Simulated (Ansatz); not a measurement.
Write a Python script for Ansatz 0.2.0 through its Python package that makes a geometry optimisation of C2H3AlS, SMILES [SH][Al]1[CH]=[CH]1. Level of theory: B3LYP, def2-SVP basis, multiplicity 1.

| atom | x (Å) | y (Å) | z (Å) |
| --- | --- | --- | --- |
| S | -1.5691 | 1.6049 | -1.4629 |
| Al | -0.1625 | 0.3805 | -0.2893 |
| C | 0.7226 | -0.1750 | 1.1649 |
| C | 1.1482 | -0.9113 | -0.0127 |
| H | -2.6777 | 0.7596 | -1.2232 |
| H | 0.9237 | -0.0084 | 2.2377 |
| H | 1.6761 | -1.7184 | -0.4603 |

Script `c2h3als_opt.py`:
```python
"""Geometry optimisation of C2H3AlS."""

import itertools
import warnings

import ansatz as az
from ase import Atoms
from ase.data import atomic_numbers, covalent_radii
import numpy as np

BASIS = "def2-SVP"
XC = "B3LYP"

warnings.simplefilter("ignore", az.DeckWarning)

atoms = Atoms(["S", "Al", "C", "C", "H", "H", "H"], positions=[
    (-1.5691, 1.6049, -1.4629),
    (-0.1625, 0.3805, -0.2893),
    (0.7226, -0.175, 1.1649),
    (1.1482, -0.9113, -0.0127),
    (-2.6777, 0.7596, -1.2232),
    (0.9237, -0.0084, 2.2377),
    (1.6761, -1.7184, -0.4603),
])
molecule = az.Crystal.molecule_from_ase(atoms)

calculation = molecule.calculation().basis(gaussian=BASIS).functional(XC)
symbols = [site.symbol for site in molecule.cartesian_sites]
start = np.array([site.position_ang for site in molecule.cartesian_sites], dtype=float)
def progress(event):
    if event["event"] == "relax_step":
        row = event["data"]
        print(f"step {row['step']:3d}  E = {row['lagrangian_ev']:.6f} eV  largest force component {row['allowed_force_max_ev_ang']:.4f} eV/A")


r = calculation.relax(force_tolerance=0.01, max_steps=100).session().plan().execute(on_event=progress).report
end = np.array(r["positions_ang"])

for key in ("converged", "free_energy_ev", "reference_energy_ev", "n_frozen", "n_occupied", "n_virtual"):
    print(f"{key:22s} {r[key]}")

# pairs closer than 1.2 times the sum of covalent radii, before or after
radius = [covalent_radii[atomic_numbers[s]] for s in symbols]
span = lambda where, i, j: np.linalg.norm(where[i] - where[j])
bonded = [(i, j) for i, j in itertools.combinations(range(len(symbols)), 2) if min(span(start, i, j), span(end, i, j)) < 1.2 * (radius[i] + radius[j])]
print("pair        before    after (A)")
for i, j in bonded:
    print(f"{symbols[i]}{i}-{symbols[j]}{j}".ljust(10), f"{span(start, i, j):8.4f} {span(end, i, j):8.4f}")

charges = r["charge_distribution"]
print("dipole moment", round(4.803205 * float(np.linalg.norm(charges["dipole_moment_e_ang"])), 3), "D")
print("Mulliken:", [(s, round(q, 3)) for s, q in zip(symbols, charges["mulliken_charges_e"])])
```

Running `python c2h3als_opt.py` prints:
```text
step   1  E = -19547.164307 eV  largest force component 2.3982 eV/A
step   2  E = -19547.738230 eV  largest force component 0.8284 eV/A
step   3  E = -19547.841738 eV  largest force component 0.5295 eV/A
step   4  E = -19547.926512 eV  largest force component 0.5662 eV/A
step   5  E = -19547.940968 eV  largest force component 0.1355 eV/A
step   6  E = -19547.943906 eV  largest force component 0.1439 eV/A
step   7  E = -19547.949774 eV  largest force component 0.8115 eV/A
step   8  E = -19548.002111 eV  largest force component 0.3635 eV/A
step   9  E = -19548.057363 eV  largest force component 0.2399 eV/A
step  10  E = -19548.083443 eV  largest force component 0.1771 eV/A
step  11  E = -19548.083667 eV  largest force component 0.1695 eV/A
step  12  E = -19548.081629 eV  largest force component 0.3716 eV/A
step  13  E = -19548.086006 eV  largest force component 0.0529 eV/A
step  14  E = -19548.086282 eV  largest force component 0.0204 eV/A
step  15  E = -19548.086286 eV  largest force component 0.0196 eV/A
step  16  E = -19548.086297 eV  largest force component 0.0023 eV/A
converged              True
free_energy_ev         -19548.08652328505
reference_energy_ev    -19548.08652328505
n_frozen               0
n_occupied             [22, 22]
n_virtual              [57, 57]
pair        before    after (A)
S0-Al1       2.2034   2.1804
S0-H4        1.4146   1.3553
Al1-C2       1.7907   1.8614
Al1-C3       1.8610   1.8630
C2-C3        1.4526   1.3761
C2-H5        1.1041   1.0987
C3-H6        1.0632   1.0989
dipole moment 1.0 D
Mulliken: [('S', -0.26), ('Al', 0.458), ('C', -0.14), ('C', -0.153), ('H', 0.088), ('H', 0.003), ('H', 0.003)]
```

Reading the output:
- Total energies depend on the basis set; only differences at equal settings carry meaning.
- The end point is the stationary point reached from this start; no frequency run checks that it is a minimum, and the basis set is modest.
- b3lyp holds the VWN-RPA fit, as in Gaussian; the form of ORCA and Turbomole is b3lyp5.
- Wall time of the script: 29 s on 1 thread of INTEL(R) XEON(R) PLATINUM 8581C CPU @ 2.30GHz (Emerald Rapids), with other jobs on the host, peak memory 0.23 GiB.
